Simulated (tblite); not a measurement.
# C6H10N2O: the cost of one run

Programs: tblite 0.8.0 and PySCF 2.14.0, with density-fitted response routines of our own. Each step states its level of theory. These are calculated values for one molecule in the gas phase, unless marked as measured. Atoms count from 0, in the outputs and in this text.

## (1) The starting structure

19 atoms, charge 0, multiplicity 1; geometry from: force field or distance geometry start.

Bonds of the start (Å): C0–C1 1.52, C1–C2 1.53, C1–C3 1.51, C3–C4 1.48, C4–N5 1.37, N5–C6 1.36, C6–N7 1.36, N7–O8 1.28, O8–C4 1.31, C0–H9 1.13, C0–H10 1.10, C0–H11 1.09, C1–H12 1.08, C2–H13 1.12, C2–H14 1.11, C2–H15 1.09, C3–H16 1.12, C3–H17 1.13, C6–H18 1.08.

## (2) Optimising the geometry with GFN2-xTB

The job: settings as JSON, then the geometry in Å.

```
{"job": {"kind": "relax", "xc": "GFN2-xTB", "basis": "xTB"}, "charge": 0, "multiplicity": 1}
C     -2.271900    -0.637500    -0.335100
C     -0.852900    -0.091300    -0.436800
C     -0.992400     1.367700    -0.005700
C     -0.052900    -0.865900     0.581100
C      1.374200    -0.500200     0.665300
N      1.973700     0.456800    -0.106800
C      3.287000     0.515500     0.240800
N      3.431000    -0.421200     1.222200
O      2.305600    -1.000600     1.439300
H     -2.681300    -0.227900     0.634400
H     -2.914000    -0.237200    -1.134400
H     -2.280100    -1.727400    -0.251000
H     -0.437700    -0.144200    -1.427400
H     -1.861400     1.746800    -0.600400
H     -1.315800     1.396800     1.053000
H     -0.118300     1.977700    -0.218400
H     -0.099300    -1.935500     0.268200
H     -0.554700    -0.829200     1.593000
H      4.051500     1.165900    -0.158400
```

On the command line:

```console
> OMP_NUM_THREADS=1 python probes_run.py task.json out
```

One launch serves the whole session: the jobs run in the order shown.

**Question.** How long does this first job take on 1 thread of Arm Neoverse V1, shared host, and how much memory does it need?

About 1.2 s, with a peak of 0.18 GiB.
